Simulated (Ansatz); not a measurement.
**CsSnI3: further runs on the relaxed cell**

The task here is to estimate one member of a computed series from the others.

The COD cell was measured well above room temperature, so it is larger than a cold one.

Method: DFT r2SCAN, scalar-relativistic, plane waves, PAW, in Ansatz 0.2.0.

1 further run of the same task is left out (set aside as unsound or not needed).

### The system as given

It takes space group Pm-3m (No. 221, cubic). Conventional cell: a = 6.224 Å, b = 6.224 Å, c = 6.224 Å, α = 90.00°, β = 90.00°, γ = 90.00°. Cs (site symmetry m-3m) has 12 I at 4.40 Å as nearest neighbours. Sn (site symmetry m-3m) is surrounded by 6 I at 3.11 Å. Around I (site symmetry 4/mmm) lie 2 Sn at 3.11 Å and 4 Cs at 4.40 Å.

Coordinates:

```cif
data_structure
_symmetry_space_group_name_H-M 'P 1'
_symmetry_Int_Tables_number 1
_cell_length_a 6.2244
_cell_length_b 6.2244
_cell_length_c 6.2244
_cell_angle_alpha 90.000
_cell_angle_beta 90.000
_cell_angle_gamma 90.000
_cell_volume 241.15
loop_
_atom_site_label
_atom_site_type_symbol
_atom_site_fract_x
_atom_site_fract_y
_atom_site_fract_z
_atom_site_occupancy
Cs1 Cs 0.00000 0.00000 0.00000 1
Sn1 Sn 0.50000 0.50000 0.50000 1
I1 I 0.00000 0.50000 0.50000 1
I2 I 0.50000 0.00000 0.50000 1
I3 I 0.50000 0.50000 0.00000 1
```

It is the result of an earlier relaxation at this level (volume 48.23 Å³/atom; gap on the mesh: 0.46 eV).

The first run:

The input, input.yaml:

```yaml
crystal:
  lattice:
    - [6.2243573057, 0.0, 0.0]
    - [0.0, 6.2243573057, 0.0]
    - [0.0, 0.0, 6.2243573057]
  atoms:
    - { symbol: Cs, position: [0.0, 0.0, 0.0] }
    - { symbol: Sn, position: [0.5, 0.5, 0.5] }
    - { symbol: I, position: [0.0, 0.5, 0.5] }
    - { symbol: I, position: [0.5, 0.0, 0.5] }
    - { symbol: I, position: [0.5, 0.5, 0.0] }
basis:
  ecutwfc: 500
kpoints:
  mp_grid: { grid: [6, 6, 6] }
  band_path:
    path:
      - [[0.0, 0.0, 0.0], [0.0, 0.5, 0.0], [0.5, 0.5, 0.0], [0.0, 0.0, 0.0], [0.5, 0.5, 0.5], [0.0, 0.5, 0.0]]
      - [[0.5, 0.5, 0.5], [0.5, 0.5, 0.0]]
    npoints: 14
hamiltonian:
  xc: r2scan
scf:
  occupations: { method: gaussian, width: 0.02 }
  n_extra_bands: 12
output:
  forces: true
  stress: true
  eigenvalues: true
  populations: true
  dos: { projected: true, de: 0.02, nscf_kmesh: { grid: [9, 9, 9] } }
  bader: true
  write_density: true
  write_potential: true
  elf: true
  volumetric_format: npy
```

Started as:

```
> ansatz run input.yaml --threads 4 --pin off --max-ram 10240MiB --backend cpu --events-out ev --progress --plain --runs-dir out
```

Steps of the session up to this table: Bands, states and charges; Band edges anywhere in the zone; Eigenvalues a small step from each edge; Volume × 0.97; The cell scaled to 1.03 of its volume; Volume × 0.94; Volume × 1.06.

One table of the session follows, with a row left open; its other results are not shown here.

It belongs to the step «Energy against volume». 

```
volume (Å³/atom)  energy above the lowest point (meV/atom)  pressure (GPa)  gap on the mesh (eV)
          45.336                                      10.7            1.25                  0.15
          46.783                                       2.5            0.57                  0.31
          48.230                                       0.0            0.00                  0.46
          49.676                                         ?               ?                     ?
          51.123                                       8.5           -0.89                  0.73
```

**Question.** Estimate the row for volume (Å³/atom) = 49.676.

Worked estimate for «energy above the lowest point (meV/atom)». A straight line through the neighbours (48.230, 0.0) and (51.123, 8.5) gives 0.0 + (8.5 − 0.0) × (49.676 − 48.230) / (51.123 − 48.230) = 4.2; a parabola fitted to 3 rows on both sides gives 2.0.

As computed: energy above the lowest point (meV/atom): 2.2; pressure (GPa): -0.48; gap on the mesh (eV): 0.60. In «energy above the lowest point (meV/atom)» the line misses by +2.0 and the parabola by -0.2.
